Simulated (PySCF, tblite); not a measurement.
**C7H11PSi: geometry, infrared bands and NMR shifts**

Wanted: the infrared bands and NMR shifts of C7H11PSi (`Cc1ccpc(C)c1[SiH3]`), by calculation.

Programs: tblite 0.8.0 and PySCF 2.14.0, with density-fitted response routines of our own. Each step states its level of theory. These are calculated values for one molecule in the gas phase, unless marked as measured. Atoms count from 0, in the outputs and in this text.

## 1. Starting geometry

20 atoms, charge 0, multiplicity 1; geometry from: force field or distance geometry start.

Bonds of the start (Å): C0–C1 1.52, C1–C2 1.40, C2–C3 1.39, C3–P4 1.81, P4–C5 1.87, C5–C6 1.52, C5–C7 1.42, C7–Si8 1.96, C7–C1 1.45, C0–H9 1.11, C0–H10 1.09, C0–H11 1.09, C2–H12 1.11, C3–H13 1.08, C6–H14 1.09, C6–H15 1.08, C6–H16 1.10, Si8–H17 1.48, Si8–H18 1.48, Si8–H19 1.49.

## 2. Geometry optimisation with GFN2-xTB

Job settings and geometry (Å):

```
{"job": {"kind": "relax", "xc": "GFN2-xTB", "basis": "xTB"}, "charge": 0, "multiplicity": 1}
C     -1.701400    -1.760900    -0.196300
C     -1.157400    -0.351800    -0.017500
C     -2.117800     0.651800     0.187900
C     -1.879700     2.014100     0.368700
P     -0.219400     2.734400     0.425400
C      0.830400     1.215900     0.143900
C      2.317700     1.504900     0.124600
C      0.271000    -0.082100    -0.021500
Si     1.512900    -1.569200    -0.298100
H     -2.809100    -1.772100    -0.148000
H     -1.434000    -2.155100    -1.178900
H     -1.361600    -2.423700     0.603200
H     -3.185600     0.365200     0.194300
H     -2.711800     2.684900     0.511300
H      2.819700     0.966400     0.934600
H      2.747300     1.225000    -0.825800
H      2.542900     2.566900     0.281900
H      2.311500    -1.296000    -1.516600
H      0.802300    -2.859700    -0.458700
H      2.416900    -1.648000     0.882500
```

Started as:

```sh
OMP_NUM_THREADS=1 python probes_run.py task.json out
```

One launch serves the whole session: the jobs run in the order shown.

**Question.** This job is followed by: GFN2-xTB harmonic vibrations, gas phase; GIAO PBE0/pcSseg-1 NMR shielding, non-relativistic, gas phase. Predict these results of the whole session: strongest single infrared mode (GFN2-xTB); zero-point energy (GFN2-xTB); ¹³C shifts against TMS (PBE0/pcSseg-1); ¹H shifts against TMS (PBE0/pcSseg-1, means over atoms taken as alike); ³¹P shifts against H3PO4 (PBE0/pcSseg-1); ²⁹Si shifts against TMS (PBE0/pcSseg-1).

As calculated:

| quantity | value |
| --- | --- |
| strongest single infrared mode (GFN2-xTB) | 2233 cm⁻¹, 421 km/mol |
| zero-point energy (GFN2-xTB) | 94.6 kcal/mol |
| ¹³C shifts against TMS (PBE0/pcSseg-1) | 188.0, 168.8, 150.2, 140.7, 136.9, 32.8, 28.8 ppm |
| ¹H shifts against TMS (PBE0/pcSseg-1, means over atoms taken as alike) | 9.11, 7.89, 4.58, 2.99, 2.80 ppm |
| ³¹P shifts against H3PO4 (PBE0/pcSseg-1) | 211.7 ppm |
| ²⁹Si shifts against TMS (PBE0/pcSseg-1) | -92.2 ppm |

**Reading.** Over 28 steps the energy fell by 0.498 eV; of the close pairs, P4–C5 changed most, 1.867 to 1.748 Å. The lowest mode is imaginary (40i cm⁻¹), so the xTB geometry is not a minimum. The strongest single mode, at 2233 cm⁻¹, moves mainly H19 and H17. GFN2-xTB is a fitted tight-binding method: band positions and strengths are rough. Its intensities can rank the bands wrongly. At PBE0/pcSseg-1: The largest span, 605 ppm, is at P4, where the paramagnetic term is -863 ppm. NICS(1)zz of -25 ppm above the planar ring from C1 marks a diatropic (aromatic) ring current.
